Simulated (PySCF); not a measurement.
# CH9GeNSi: the cost of one run

Programs: PySCF 2.14.0, with density-fitted response routines of our own. Each step states its level of theory. These are calculated values for one molecule in the gas phase, unless marked as measured. Atoms count from 0, in the outputs and in this text.

## (1) The starting structure

13 atoms, charge 0, multiplicity 1; geometry from: PBE0-D3(BJ)/def2-SVP.

Bonds of the start (Å): C0–N1 1.45, N1–Si2 1.74, N1–Ge3 1.84, C0–H4 1.11, C0–H5 1.10, C0–H6 1.10, Si2–H7 1.50, Si2–H8 1.50, Si2–H9 1.49, Ge3–H10 1.54, Ge3–H11 1.54, Ge3–H12 1.55.

## (2) Core holes by ΔSCF: SCAN, X2C

The job: settings as JSON, then the geometry in Å.

```
{"job": {"kind": "xps"}, "charge": 0, "multiplicity": 1}
C      0.189754     1.086254     0.304690
N     -0.195289    -0.253103    -0.108960
Si    -1.888668    -0.636805    -0.192069
Ge     1.151075    -1.509927    -0.191393
H      0.315093     1.188636     1.399997
H     -0.567649     1.826149    -0.007166
H      1.140576     1.392951    -0.165403
H     -2.569693    -0.661307     1.146302
H     -2.596657     0.395456    -1.015271
H     -2.032129    -1.985620    -0.815262
H      2.298088    -0.898523    -1.021971
H      0.579678    -2.770945    -0.855932
H      1.688983    -1.849912     1.217781
```

With the program's defaults for keys left out, this is: delta-SCF UKS SCAN, pcX-2 on the ionised atom, pcseg-1 elsewhere, spin-free X2C.

Launch:

```
> OMP_NUM_THREADS=1 python probes_run.py task.json out
```

One launch serves the whole session: the jobs run in the order shown.

**Question.** How long does this first job take on 1 thread of Arm Neoverse V1, shared host, and how much memory does it need?

About 26 s, with a peak of 0.58 GiB.
